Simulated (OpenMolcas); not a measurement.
**Ag⁵⁺ among point charges: CASSCF and CASPT2 levels and susceptibility**

How does a field of 5 point charges split the states of Ag⁵⁺, and what χT follows?

Method: state-averaged CASSCF and CASPT2, spin-orbit coupling by RASSI with atomic mean-field integrals. Code: OpenMolcas 26.06.

### Step 1. What is computed

* Species: Ag⁵⁺ (silver, Z = 47, 42 electrons)
* Basis: ANO-RCC-VDZP [6s5p3d1f], 43 functions
* Scalar Hamiltonian: DKH2, point nucleus
* Inactive shells: 1s 2s 2p 3s 3p 3d 4s 4p
* Active space: 6 electrons in 5 orbitals (4d)
* Some configurations of this space: 4d6
* Orbitals: optimised for each spin and parity, averaged over all roots

Outer shells as boxes (Hund's rule):

4d6
```
4d [↑↓][↑ ][↑ ][↑ ][↑ ]
```

The ion sits among 5 point charges of -1.5 e arranged as a square pyramid (C4v), 1.92 Å from the ion, with the axial distance 1.747 Å.

Each step is its own input file, run in one work folder so that later steps find the files of earlier ones. Labels, J, g values, rates, χT and fits are worked out afterwards by a script from the matrices that RASSI stores.

### Step 2. Basis and integrals

The input, a.inp:

```
&GATEWAY
Coord
1

Ag 0.0 0.0 0.0
Basis=ANO-RCC-VDZP
Group=NoSym
NoMove
AngMom=0.0 0.0 0.0
AMFI
XField
5 Angstrom 0
1.920000 0.000000 0.000000 -1.500000
0.000000 1.920000 0.000000 -1.500000
-1.920000 0.000000 0.000000 -1.500000
0.000000 -1.920000 0.000000 -1.500000
0.000000 0.000000 1.747200 -1.500000
&SEWARD
```

Launch:

```console
$ OMP_NUM_THREADS=1 MOLCAS_MEM=1689 MOLCAS_PROJECT=a pymolcas a.inp > a.log
```

### Step 3. Reference wave functions, quintets, 5 roots

The input, a.inp:

```
&RASSCF
FileOrb=start.orb
Symmetry=1
Spin=5
nActEl=6 0 0
Inactive=18
Ras2=5
CIRoot=5 5 1
SDav=5
CIMx=300
Iter=120 100
PrWF=0.3
OrbListing=Nothing
MaxOrb=0
>>> COPY $Project.JobIph JOB001
```

start.orb holds the contracted functions of the basis, ordered by shell, or the orbitals of the step before.

### Step 4. CASSCF: triplets, 45 roots

The input, a.inp:

```
&RASSCF
FileOrb=start.orb
Symmetry=1
Spin=3
nActEl=6 0 0
Inactive=18
Ras2=5
CIRoot=45 45 1
SDav=45
CIMx=300
Iter=120 100
PrWF=0.3
OrbListing=Nothing
MaxOrb=0
>>> COPY $Project.JobIph JOB002
```

### Step 5. CASSCF: singlets, 50 roots

The input, a.inp:

```
&RASSCF
FileOrb=start.orb
Symmetry=1
Spin=1
nActEl=6 0 0
Inactive=18
Ras2=5
CIRoot=50 50 1
SDav=50
CIMx=300
Iter=120 100
PrWF=0.3
OrbListing=Nothing
MaxOrb=0
>>> COPY $Project.JobIph JOB003
```

### Step 6. RASSI: spin-orbit coupling between the states

The input, a.inp:

```
&RASSI
NrOfJobIphs=3 5 45 50
1 2 3 4 5
1 2 3 4 5 6 7 8 9 10 11 12 13 14 15 16 17 18 19 20 21 22 23 24 25 26 27
28 29 30 31 32 33 34 35 36 37 38 39 40 41 42 43 44 45
1 2 3 4 5 6 7 8 9 10 11 12 13 14 15 16 17 18 19 20 21 22 23 24 25 26 27
28 29 30 31 32 33 34 35 36 37 38 39 40 41 42 43 44 45 46 47 48 49 50
IphNames
JOB001
JOB002
JOB003
EJob
SpinOrbit
DIPRint=1.0
SOCoupling=1000.0
Subsets=2
Property=9
'ANGMOM' 1 'ANGMOM' 2 'ANGMOM' 3 'MLTPL  1' 1 'MLTPL  1' 2 'MLTPL  1' 3
'AMFI' 1 'AMFI' 2 'AMFI' 3
SOProperty=3
'ANGMOM' 1 'ANGMOM' 2 'ANGMOM' 3
```

### Step 7. CASPT2: IPEA 0.25, imaginary shift 0.1 (closed shells correlated: 4s 4p)

The input, a.inp:

```
>>> COPY JOB001 $Project.JobIph
&CASPT2
Multistate=5 1 2 3 4 5
NoMult
Frozen=14
IPEA=0.25
Imaginary=0.1
MaxIter=60
WThr=0.0 0.3 0.05
PrWF=0.5
NoMix
>>> COPY JOB002 $Project.JobIph
&CASPT2
Multistate=45 1 2 3 4 5 6 7 8 9 10 11 12 13 14 15 16 17 18 19 20 21 22
23 24 25 26 27 28 29 30 31 32 33 34 35 36 37 38 39 40 41 42 43 44 45
NoMult
Frozen=14
IPEA=0.25
Imaginary=0.1
MaxIter=60
WThr=0.0 0.3 0.05
PrWF=0.5
NoMix
>>> COPY JOB003 $Project.JobIph
&CASPT2
Multistate=50 1 2 3 4 5 6 7 8 9 10 11 12 13 14 15 16 17 18 19 20 21 22
23 24 25 26 27 28 29 30 31 32 33 34 35 36 37 38 39 40 41 42 43 44 45 46
47 48 49 50
NoMult
Frozen=14
IPEA=0.25
Imaginary=0.1
MaxIter=60
WThr=0.0 0.3 0.05
PrWF=0.5
NoMix
```

(Steps that only read results are left out.)

Q: Predict the outcome of this session. Wanted: spin-free ground state; first state of the same spin within the active space; lowest level; next level.

The runs gave:

| quantity | value |
| --- | --- |
| method | SS-CASPT2, IPEA 0.25, imaginary shift 0.1 (closed shells correlated: 4s 4p) |
| spin-free ground state | quintet, 2-fold in its orbital part |
| first state of the same spin within the active space | quintet at 2070 cm⁻¹ |
| lowest level | 1-fold |
| next level | 85.4 cm⁻¹ |
| χT at 300 K | 5.01 cm³ K/mol |
| effective moment at 300 K | 6.33 μB |

Cost by method:

| method | time of its own steps | time with the reference |
| --- | --- | --- |
| A. CASSCF | 53 s | 53 s |
| B. SS-CASPT2, IPEA 0.25, imaginary shift 0.1, +4s 4p | 17 s | 70 s |

Times are of one thread on a shared host.

**Reading.** The spin-free ground state (quintet) comes to 100 % from free-ion D terms and keeps the highest spin of the shell. χT at 300 K is 5.01, against 3.01 cm³ K/mol for the spin alone, so orbital moment adds to it. An active space of the d shell alone favours high spin; real ions in strong fields can be low spin. The field of point charges can differ much from that of real complexes. With metal d orbitals alone active, the gaps between spin states are rough; where two lie within a few thousand cm-1, their order is open. Point charges carry no covalency, so the field is a model and not that of real ligands.
